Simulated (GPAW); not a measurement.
# WAu (I-4m2) in GPAW: relaxation of the atoms with PBE

Aim: the relaxation of the atoms of WAu with PBE.

Program: GPAW 26.7.0. These are calculated values, not measurements. Logs are shortened: lines on timing, memory, paths and dates and some standing lists are left out, and cuts for length are marked. The log counts tension as positive stress, the text compression.

## (1) The cell of the first run

The structure is tetragonal, space group I-4m2 (No. 119). The conventional cell has a = 3.964 Å, b = 3.964 Å, c = 5.496 Å, α = 90.00°, β = 90.00°, γ = 90.00°. W (site symmetry -4m2) has 4 Au at 2.41 Å as nearest neighbours. Au (site symmetry -4m2) is surrounded by 4 W at 2.41 Å.

The cell was built by a generator and needn't be a form met in nature.

## (2) Relaxation of the atoms, PBE (strain = 0.02)

The input, run.py:

```python
from ase.io import read, write
from ase.optimize import BFGS
from gpaw import GPAW, PW

atoms = read('WAu.xyz')

calc = GPAW(mode=PW(600),
            xc='PBE',
            kpts={'size': (8, 8, 8), 'gamma': True},
            occupations={'name': 'fermi-dirac', 'width': 0.05},
            nbands=25,
            convergence={'density': 1e-05, 'forces': 0.0001},
            maxiter=150,
            txt='gpaw.txt')
atoms.calc = calc
opt = BFGS(atoms, trajectory='relax.traj', logfile='-')
done = opt.run(fmax=0.02, steps=60)
calc.write('gs.gpw')
write('result.traj', atoms)
print('Converged:', done)
print('Cell:', atoms.cell.cellpar().round(4))
print('Volume:', round(atoms.get_volume(), 4))
print(atoms.get_scaled_positions().round(5))
```

The input, WAu.xyz:

```xyz
2
Lattice="0.0000000000 2.8029388452 2.7479792600 2.8029388452 0.0000000000 2.7479792600 2.8029388452 2.8029388452 0.0000000000" Properties=species:S:1:pos:R:3 pbc="T T T"
W      0.0000000000      0.0000000000      0.0000000000
Au     4.2044082678      4.2044082678      4.1219688900
```

Potentials or basis: GPAW PAW data sets (gpaw-data 1.2.1), pw.

Run with:

```console
> OMP_NUM_THREADS=1 python run.py
```

gpaw.txt:

```text
__  _  _
 | _ |_)|_||  |
 |__||  | ||/\| - 26.7.0

Input parameters:
  mode=PW(ecut=600.0),
  convergence={'density': 1e-05, 'forces': 0.0001},
  kpts=MonkhorstPack(size=(8, 8, 8), gamma=True),
  maxiter=150,
  nbands=25,
  occupations=Occupations(name='fermi-dirac', width=0.05),
  xc=XC(name='PBE')

Diagonalizing LCAO Hamiltonian
Converting LCAO to pw mode

                    Au

       W

Atoms  # Å, Bohr magnetons
|   | symbol |        x |        y |        z |    initial magnetic moments |
|---|--------|----------|----------|----------|-----------------------------|
| 0 |      W | 0.000000 | 0.000000 | 0.000000 | ( 0.0000,  0.0000,  0.0000) |
| 1 |     Au | 4.204408 | 4.204408 | 4.121969 | ( 0.0000,  0.0000,  0.0000) |

Unit cell  # Å
| periodic |        x |        y |        z |  lengths |    angles |
|----------|----------|----------|----------|----------|-----------|
|      yes | 0.000000 | 2.802939 | 2.747979 | 3.925284 | 59.673577 |
|      yes | 2.802939 | 0.000000 | 2.747979 | 3.925284 | 59.673577 |
|      yes | 2.802939 | 2.802939 | 0.000000 | 3.963954 | 60.652847 |

Number of symmetries: 8
Symmetry operations  # r_c * U_cc + t_c -> r_c
|   | kind |            matrix            |
|---|------|------------------------------|
| 0 |  E   |  1, 0, 0,  0, 1, 0,  0, 0, 1 |
| 1 |  σ   |  1, 0,-1,  0, 1,-1,  0, 0,-1 |
| 2 |  σ   |  0, 1, 0,  1, 0, 0,  0, 0, 1 |
| 3 |  C2  |  0, 1,-1,  1, 0,-1,  0, 0,-1 |
| 4 |  C2  |  0,-1, 1,  0,-1, 0,  1,-1, 0 |
| 5 |  S4  |  0,-1, 0,  0,-1, 1,  1,-1, 0 |
| 6 |  S4  | -1, 0, 1, -1, 0, 0, -1, 1, 0 |
| 7 |  C2  | -1, 0, 0, -1, 0, 1, -1, 1, 0 |

BZ-sampling:
  Number of BZ points: 512
  Number of IBZ points: 59

  Monkhorst-Pack size: [8, 8, 8]
  Monkhorst-Pack shift: [0.0625, 0.0625, 0.0625]

K-points  # in reciprocal-cell coordinates
|     |                                coordinates |     weight |
|-----|--------------------------------------------|------------|
|   0 | (  0.00000000,   0.00000000,   0.00000000) | 0.00195312 |
|   1 | (  0.12500000,   0.00000000,   0.12500000) | 0.00781250 |
|   2 | (  0.12500000,   0.12500000,   0.00000000) | 0.00390625 |
|   3 | (  0.12500000,   0.12500000,   0.12500000) | 0.01562500 |
|   4 | (  0.12500000,   0.12500000,   0.25000000) | 0.00781250 |
|   5 | (  0.25000000,  -0.25000000,   0.50000000) | 0.00390625 |
|   6 | (  0.25000000,   0.00000000,   0.25000000) | 0.00781250 |
|   7 | (  0.25000000,   0.12500000,   0.12500000) | 0.01562500 |
|   8 | (  0.25000000,   0.12500000,   0.25000000) | 0.03125000 |
|   9 | (  0.25000000,   0.12500000,   0.37500000) | 0.01562500 |
| ... |                                            |            |
|  58 | (  0.50000000,   0.50000000,   0.50000000) | 0.00781250 |

Plane wave coefficients: 1456
Cutoff: 600.0 eV

Spin-components: 1 (collinear spins)
Bands:           25
Projectors:      12
Spin-degeneracy: 2
Datatype:        complex128

Parallelization:
  kpt:    1
  domain: 1
  band:   1

Density:
  Valence electrons: 25.0
  Components: 1
  Grid points: [24 24 24]
  Charge: 0.0  # |e|

Potential:
  Grid points: [24 24 24]

species:
  W:
    name:    Tungsten
    Z:       74.0
    valence: 14
    core:    60
    charge:  0.0  # [|e|]
    compensation charges:
      type: gauss
      rc: 0.40  # [Å]
      lmax: 2
    cutoffs:
      filter: 2.36  # [Å]
      core: 3.02  # [Å]
    projectors
    | kind |    occ | energy [eV] | rcut [Å] |
    |------|--------|-------------|----------|
    |   5s |  2.000 |     -78.830 |    1.344 |
    |   6s |  2.000 |      -5.697 |    1.344 |
    |   5p |  6.000 |     -43.233 |    1.355 |
    |   6p |  0.000 |      -1.367 |    1.355 |
    |   5d |  4.000 |      -4.494 |    1.228 |
    |    d |        |      22.717 |    1.228 |

    Using partial waves for W as LCAO basis

  Au:
    name:    Gold
    Z:       79.0
    valence: 11
    core:    68
    charge:  0.0  # [|e|]
    compensation charges:
      type: gauss
      rc: 0.42  # [Å]
      lmax: 2
    cutoffs:
      filter: 2.33  # [Å]
      core: 2.81  # [Å]
    projectors
    | kind |    occ | energy [eV] | rcut [Å] |
    |------|--------|-------------|----------|
    |   6s |  1.000 |      -5.728 |    1.323 |
    |   6p |  0.000 |      -0.775 |    1.323 |
    |   5d | 10.000 |      -6.891 |    1.323 |
    |    s |        |      21.484 |    1.323 |
    |    p |        |      26.436 |    1.323 |
    |    d |        |      20.321 |    1.323 |

    Using partial waves for Au as LCAO basis

Reference energy: -955369.942764  # eV

eigensolver:
  PPCG
  Converge bands: occupied
  niter=2

density mixing:
  MSR1-Mixer
  Pratt-step length: 0.05
  Maximum mixing coefficient: 0.75
  Old densities: 10
  SVD Regularization: 0.005
  Good broyden scale: 1.0
  Trust region scale: 1.0
  Backstep threshold: 4.0
  History deletion threshold: 6.0
  Fourier metric: weight=20.0, sigma=0.015

occupation numbers:
  Fermi-Dirac:
    width: 0.0500  # eV

poisson solver:
  ecut: 4800.0  # eV

xc functional:
  name: PBE with 2 nearest neighbor stencil

convergence criteria:
- Maximum integral of absolute [dens]ity change: 1e-05 electrons / valence electron
- Maximum change in the atomic [forces] across last 2 cycles: 0.0001 eV/Ang OR
Maximum error relative to the maximum force is below inf
- Maximum [total energy] change in last 3 cyles: 0.0005 eV / valence electron
- Maximum integral of absolute [eigenst]ate change: 4e-08 eV^2 / valence electron
maximum number of iterations: 150

SCF iterations
|iter     | |      energy | eigst |  dens |force |
|---------|-|-------------|-------|-------|------|
|iter:   1| |  -12.380031 | -0.08 |       |      |
|iter:   2| |  -11.681145 | -2.25 | -0.96 |      |
|iter:   3| |  -10.527872 | -1.69 | -1.05 |      |
|iter:   4| |  -10.428296 | -2.65 | -1.48 |      |
|iter:   5| |  -10.411900 | -3.40 | -1.87 |      |
|iter:   6| |  -10.410896 | -4.07 | -2.41 |      |
|iter:   7| |  -10.410945c| -5.25 | -3.10 |      |
|iter:   8| |  -10.410955c| -6.07 | -3.64 |      |
|iter:   9| |  -10.410955c| -8.36c| -4.48 |      |
|iter:  10| |  -10.410955c| -7.67c| -4.74 |      |
|iter:  11| |  -10.410955c| -8.46c| -5.56c|      |
|iter:  12| |  -10.410955c| -9.15c| -6.08c|-16.80c|

Converged in 12 steps
Energy contributions relative to reference atoms: (reference = -955369.942764)

Energy contributions:
  Kinetic:           7.667138
  Coulomb:          -9.098239
  Zero:              0.286355
  External:          0.000000
  Xc:               -9.257735
  Entropy:          -0.016949
  Spinorbit:         0.000000
  ----------------------------
  Free energy:     -10.419429
  Extrapolated:    -10.410955

dipole moment: (-16.204717, -16.204717, -15.886978)  # |e|*Ang

Fermi level: 8.502
Eigenvalues  # (at kpt = [0.000, 0.000, 0.000])
| band index |      eig [eV] | occ [0-2] |
|------------|---------------|-----------|
|          0 |       -65.422 |     2.000 |
|        ... |               |           |
|          5 |         1.988 |     2.000 |
|          6 |         2.089 |     2.000 |
|          7 |         2.320 |     2.000 |
|          8 |         2.348 |     2.000 |
|          9 |         2.348 |     2.000 |
|         10 |         7.631 |     2.000 |
|         11 |         7.631 |     2.000 |
|         12 |         7.742 |     2.000 |
|         13 |        10.423 |     0.000 |
|         14 |        10.440 |     0.000 |
|         15 |        17.580 |     0.000 |
|         16 |        20.218 |     0.000 |
|         17 |        20.218 |     0.000 |
|         18 |        20.290 |     0.000 |
|         19 |        20.472 |     0.000 |
|         20 |        22.110 |     0.000 |
|        ... |               |           |
|         24 |        23.403 |     0.000 |

No gap
No difference between direct/indirect transitions

Forces  # eV/Ang
|       x |        y |        z |
|---------|----------|----------|
| 0.00000 |  0.00000 | -0.00000 |  # W    0
| 0.00000 | -0.00000 |  0.00000 |  # Au   1

# Writing to gs.gpw (mode='')
```

Wall time 78 s (1 thread of Intel Xeon Platinum 8259CL at 2.50GHz (Skylake/Cascade Lake), shared host); peak memory 0.2 GiB.

Results:

```
Free energy            : -10.4194 eV
Band gap on the k mesh : none (metal or under the smearing width)
```

Final structure:
```
W Au
1.0
     0.00000    2.80294    2.74798
     2.80294    0.00000    2.74798
     2.80294    2.80294    0.00000
W Au
1 1
Direct
  0.00000 0.00000 0.00000
  0.75000 0.75000 0.75000
```

Caveat: the density grid can change from cell to cell, which puts small steps into energies and stress; the relaxation stopped at its first step, so nothing moved; later steps reuse the first step's grids.
